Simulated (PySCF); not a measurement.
# C₆H₉BrO: excited states

What do calculations give for the excited states of C₆H₉BrO (`C#CCCOCCBr`)?

Computed with PySCF 2.14.0 and routines of our own; the level stands in each step. Atoms count from 0.

### 1 The system as given

17 atoms, charge 0, multiplicity 1; geometry from: GFN2-xTB.

### 2 Optimising the geometry at PBE0-D3(BJ)/def2-SVP

Job settings and geometry (Å):

```
{"job": {"xc": "PBE0", "basis": "def2-SVP", "d3": "d3bj", "grid": 1, "kind": "geom"}, "charge": 0, "multiplicity": 1}
C     -4.099554    -0.232892     0.397262
C     -3.041446    -0.217162    -0.160628
C     -1.742853    -0.198862    -0.800359
C     -0.628274    -0.213505     0.245843
O      0.614179    -0.194684    -0.424643
C      1.711837    -0.205023     0.451397
C      2.969771    -0.183545    -0.397585
Br     4.538148    -0.195529     0.739585
H     -5.036034    -0.246435     0.869190
H     -1.646291     0.698718    -1.415857
H     -1.637722    -1.070985    -1.450237
H     -0.708168    -1.116423     0.870926
H     -0.716733     0.663832     0.905402
H      1.693421    -1.107330     1.084577
H      1.684445     0.673680     1.116559
H      3.023605    -1.063714    -1.036203
H      3.014672     0.718863    -1.005138
```

Started as:

```
$ OMP_NUM_THREADS=1 python excited_run.py task.json out
```

One launch serves the whole session: the jobs run in the order shown.

Output:

```text
step   0  E = -2882.16093158  max force = 0.020862
step   1  E = -2882.16252719  max force = 0.003389
step   2  E = -2882.16262312  max force = 0.001277
step   3  E = -2882.16264319  max force = 0.000733
step   4  E = -2882.16264732  max force = 0.000413
optimisation converged
```

Run time: 95 s. Hardware: 1 thread of Arm Neoverse N1, shared host; peak memory 0.8 GiB.

The steps of the relaxation:

```
step  energy from step 0 (eV)  largest force component (eV/Å)
   0                   0.0000                          1.0728
   1                  -0.0434                          0.1743
   2                  -0.0460                          0.0657
   3                  -0.0466                          0.0377
   4                  -0.0467                          0.0212
```

Distances of close pairs at the start and the end, largest changes first:

```
  bond  before (Å)  after (Å)  change (Å)
 C0–H8       1.049      1.074      +0.025
 C0–C1       1.196      1.211      +0.014
 C3–O4       1.412      1.398      -0.014
 C2–H9       1.093      1.103      +0.010
C2–H10       1.093      1.103      +0.010
C6–H15       1.089      1.097      +0.008
C6–H16       1.089      1.097      +0.008
 O4–C5       1.404      1.397      -0.008
```

The end geometry stands in the next job.

```
                         at the end point                 value
  point group (found at 0.08 Å tolerance)                    Cs
rotational constants (GHz, main isotopes)  11.531, 0.302, 0.297
                        dipole moment (D)                  1.08
```

### 3 Excited states: TDA LC-wPBE/def2-SVP

Job settings and geometry (Å):

```
{"job": {"kind": "states", "xc": "LC-wPBE", "basis": "def2-SVP", "tda": true, "soc": true, "nstates": 8, "ntriplets": 4, "nquad": 4}, "charge": 0, "multiplicity": 1}
C     -4.059958    -0.217554     0.718799
C     -3.020287    -0.200716     0.098534
C     -1.760431    -0.181611    -0.629909
C     -0.550633    -0.203130     0.291714
O      0.596893    -0.186756    -0.506753
C      1.790350    -0.206439     0.218313
C      2.921509    -0.191121    -0.784562
Br     4.633126    -0.216598     0.118102
H     -4.984035    -0.231958     1.266190
H     -1.704761     0.717103    -1.266340
H     -1.702933    -1.048507    -1.308933
H     -0.577116    -1.108045     0.931151
H     -0.575111     0.672722     0.970486
H      1.861058    -1.111373     0.854436
H      1.868440     0.671092     0.890890
H      2.881085    -1.072548    -1.436645
H      2.888673     0.715676    -1.401312
```

Level: TDA LC-wPBE/def2-SVP excited states, vertical, gas phase, spin-orbit mean-field couplings.

Output:

```text
coarse grid: 65840 points
cycle   1  E = -2882.1606147503  dE =  1.729e-01  |g| = 6.468e-01  |ddm| = 4.219e+00
cycle   2  E = -2882.1921854031  dE = -3.157e-02  |g| = 5.950e-01  |ddm| = 1.280e+00
cycle   3  E = -2882.2581380435  dE = -6.595e-02  |g| = 7.192e-02  |ddm| = 5.768e-01
cycle   4  E = -2882.2591871772  dE = -1.049e-03  |g| = 2.904e-02  |ddm| = 1.115e-01
cycle   5  E = -2882.2593970538  dE = -2.099e-04  |g| = 1.059e-02  |ddm| = 4.488e-02
cycle   6  E = -2882.2594236105  dE = -2.656e-05  |g| = 3.216e-03  |ddm| = 1.352e-02
cycle   7  E = -2882.2594265323  dE = -2.922e-06  |g| = 9.579e-04  |ddm| = 4.851e-03
final grid: 139880 points
cycle   8  E = -2882.2594228181  dE = -3.550e-07  |g| = 1.191e-03  |ddm| = 3.149e-03
cycle   9  E = -2882.2594226723  dE =  1.458e-07  |g| = 1.322e-03  |ddm| = 2.216e-03
cycle  10  E = -2882.2594230420  dE = -3.697e-07  |g| = 1.277e-04  |ddm| = 1.122e-03
cycle  11  E = -2882.2594232806  dE = -2.386e-07  |g| = 4.443e-05  |ddm| = 1.760e-04
cycle  12  E = -2882.2594230477  dE =  2.328e-07  |g| = 1.890e-05  |ddm| = 1.388e-04
cycle  13  E = -2882.2594232817  dE = -2.340e-07  |g| = 3.270e-06  |ddm| = 3.391e-05
cycle  14  E = -2882.2594232817  dE =  1.501e-11  |g| = 1.364e-06  |ddm| = 4.931e-06
converged SCF energy = -2882.2594232817

Singlet excitations
state   eV       nm        f     d(h-e)  d(exc)  Lambda  PR(NTO)  |dmu|/D   mu/D   main configurations
  1   6.6997   185.1   0.00004   0.061   2.003   0.473   1.665    0.246    1.378   H-1->L+1 0.53, H-2->L+2 0.19
  2   6.7938   182.5   0.00083   0.604   2.229   0.532   1.011    2.025    1.056   H-3->L 0.71, H->L 0.17
  3   6.8995   179.7   0.00088   0.634   2.246   0.510   1.011    2.009    1.116   H-4->L 0.68, H-2->L 0.25
  4   7.0793   175.1   0.00227   0.057   2.024   0.677   2.007    0.159    1.288   H-1->L+2 0.42, H-2->L+1 0.31, H-4->L+1 0.10
  5   7.1066   174.5   0.00094   0.062   2.018   0.436   1.665                     H-2->L+2 0.51, H-1->L+1 0.20, H-4->L+2 0.16
  6   8.2687   149.9   0.02613   1.541   3.135   0.432   1.025                     H->L 0.60, H-3->L 0.17, H->L+3 0.09
  7   9.2737   133.7   0.05290   0.606   3.116   0.402   1.107                     H->L+3 0.50, H->L+1 0.17, H-3->L+3 0.09
  8   9.9329   124.8   0.00492   1.509   3.502   0.350   1.249                     H->L+1 0.44, H->L+3 0.09, H-3->L+1 0.08

Triplet excitations (Tamm-Dancoff)
state   eV     d(h-e)  d(exc)  Lambda  PR(NTO)   main configurations
  1   5.2646   0.048   1.896   0.663   2.021   H-1->L+2 0.39, H-2->L+1 0.30, H-4->L+1 0.10
  2   5.8676   0.054   1.941   0.461   1.928   H-1->L+1 0.43, H-2->L+2 0.27, H-4->L+2 0.09
  3   5.8792   0.052   1.938   0.672   2.004   H-1->L+2 0.43, H-2->L+1 0.28, H-4->L+1 0.09
  4   5.8904   0.579   2.187   0.533   1.005   H-3->L 0.71, H->L 0.16
S1 - T1 = 1.4351 eV

Spin-orbit couplings |<S|Hso|T>| (cm-1)
             T1       T2       T3       T4
S0        1.719   14.129   16.403 1037.960
S1        0.383    0.017    5.914    0.016
S2        2.100    0.025   17.781    0.361
S3        0.608   15.210    0.953 1117.266
S4        0.034   25.867    0.080   25.004
S5        0.467    0.011   25.118    0.015
S6        0.187    0.245    0.342    1.353
S7        0.400    0.056    0.678    1.843
S8        1.001    0.184    1.822    6.054
T1 sublevels (cm-1): 0.000 0.000 0.001   radiative rates (1/s): 0.013 0.0265 1.94e-05
```

Wall time 96 s (1 thread of Arm Neoverse N1, shared host); peak memory 0.82 GiB.

From this job:

```
  quantity    value
S1 less T1  1.44 eV
```

The fields below are evaluated on a grid from the run's orbitals.

Frontier orbitals at LC-wPBE/def2-SVP, with the share of their density that lies nearest to each atom:

```
orbital  energy (eV)                                     lies on
   HOMO       -10.52                           O4 50 %; Br7 14 %
   LUMO         2.72  Br7 44 %; C6 27 %; H15, H16 about 6 % each
```

ELF in a plane through or near 9 of the atoms.

Values, 10 rows by 14 columns:
```
0.00 0.00 0.00 0.00 0.00 0.00 0.00 0.00 0.00 0.00 0.00 0.00 0.00 0.00
0.00 0.00 0.00 0.00 0.00 0.00 0.00 0.00 0.00 0.00 0.00 0.00 0.00 0.00
0.00 0.00 0.00 0.00 0.03 0.01 0.02 0.00 0.13 0.03 0.01 0.00 0.00 0.00
0.00 0.00 0.04 0.02 0.43 0.02 0.67 0.04 0.66 0.22 0.39 0.19 0.00 0.00
0.00 0.05 0.71 0.31 0.14 0.26 0.65 0.37 0.28 0.93 0.84 0.56 0.03 0.00
0.00 0.22 0.86 0.26 0.60 0.20 0.73 0.23 0.69 0.63 0.66 0.91 0.79 0.00
0.00 0.08 0.63 0.25 0.12 0.61 0.16 0.52 0.26 0.36 0.72 0.98 0.96 0.00
0.00 0.01 0.36 0.86 0.12 0.10 0.02 0.04 0.02 0.02 0.28 0.23 0.06 0.00
0.00 0.00 0.07 0.38 0.01 0.00 0.00 0.00 0.00 0.00 0.00 0.00 0.00 0.00
0.00 0.00 0.00 0.00 0.00 0.00 0.00 0.00 0.00 0.00 0.00 0.00 0.00 0.00
```
The map spans 15.5 Å across and 8.0 Å up, centred on the molecule. Atoms in the plane (x, y in Å): C0 (4.2, -0.3), C1 (3.0, 0.2), C2 (1.7, 0.8), C3 (0.6, -0.3), O4 (-0.6, 0.4), C5 (-1.7, -0.5), C6 (-3.0, 0.4), Br7 (-4.6, -0.7), H8 (5.1, -0.8).

On the surface of density 0.002 e/bohr³ the electrostatic potential runs, from the 1st to the 99th percentile, from -0.89 V near O4 to 1.23 V near H8.

### 4 Summary of results

```
                                 quantity                  value
                              point group                     Cs
     rotational constants (main isotopes)  11.53, 0.30, 0.30 GHz
S1 less T1 (step 3, TDA LC-wPBE/def2-SVP)                1.44 eV
    surface potential, 1st and 99th percentile     -0.89 V and 1.23 V
```

What this shows: The optimisation took 4 steps and gained 0.047 eV; among the close pairs (by a distance rule), C0–H8 changed most, from 1.049 to 1.074 Å. No frequency check was run at this level, so the end point may be a saddle. Scalar relativity is left out for the heavy atoms. In step 3, the number of triplets below S1 is at least 4, and the largest singlet-triplet spin-orbit coupling is S3–T4, 1117.27 cm⁻¹.
